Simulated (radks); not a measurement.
# Bi⁴⁺ in [Xe] 4f14 5d10 6s1: an all-electron calculation

The task here is to estimate one member of a computed series from the others.

Method: scalar-relativistic Kohn-Sham, PBE, spin-unpolarised, spherical densities, finite nucleus. Code: radks (a radial shooting solver on a logarithmic mesh, Libxc functionals) version 1.

## What is computed

* element: bismuth (Z = 83)
* charge: +4
* electrons: 79
* configuration: [Xe] 4f14 5d10 6s1
* nuclear rms radius: 5.5211 fm

Outer shells as boxes (Hund's rule):

Bi⁴⁺
```
[Xe] core
4f [↑↓][↑↓][↑↓][↑↓][↑↓][↑↓][↑↓]
5d [↑↓][↑↓][↑↓][↑↓][↑↓]
6s [↑ ]
```

The first run:

Settings of this run:

```text
Z 83
configuration [Xe] 4f14 5d10 6s1 6p0 7s0
relativity scalar-relativistic
functional pbe,pbe
spin unpolarised
nucleus finite rms 5.5211 fm
c 137.035999084
```

Command:

```
$ python run_ks.py task.json out
```

This one command runs every case of the session in turn.

One of the session's tables, all rows but one given; the rest of the session is left out.

It belongs to the step «Radial structure». Sizes of the orbitals, from the radial functions (bohr):

```
level      <r>  outermost maximum (interpolated)  90 % within  nodes
   1s  0.01580                           0.00966       0.0290      0
   2s  0.06649                            0.0562        0.103      1
   2p  0.06054                            0.0469       0.0988      0
   3s   0.1716                             0.158        0.252      2
   3p   0.1737                             0.159        0.260      1
   3d   0.1575                             0.129        0.244      0
   4s        ?                                 ?            ?      ?
   4p   0.4025                             0.376        0.583      2
   4d   0.4224                             0.381        0.628      1
   5s   0.8307                             0.771         1.18      4
   4f   0.4409                             0.342        0.697      0
   5p   0.9461                             0.860         1.36      3
   5d    1.205                              1.03         1.79      2
   6s    1.953                              1.78         2.78      5
   6p    2.351                              2.13         3.35      4
```

**Question.** Estimate the row for 4s.

**Answer.** <r>: 0.3771; outermost maximum (interpolated): 0.356; 90 % within: 0.540; nodes: 3. In the column «<r>» it lies between 3p (0.1737) and 4p (0.4025).

Caveats from the session: Spin polarisation and multiplet splitting are left out.
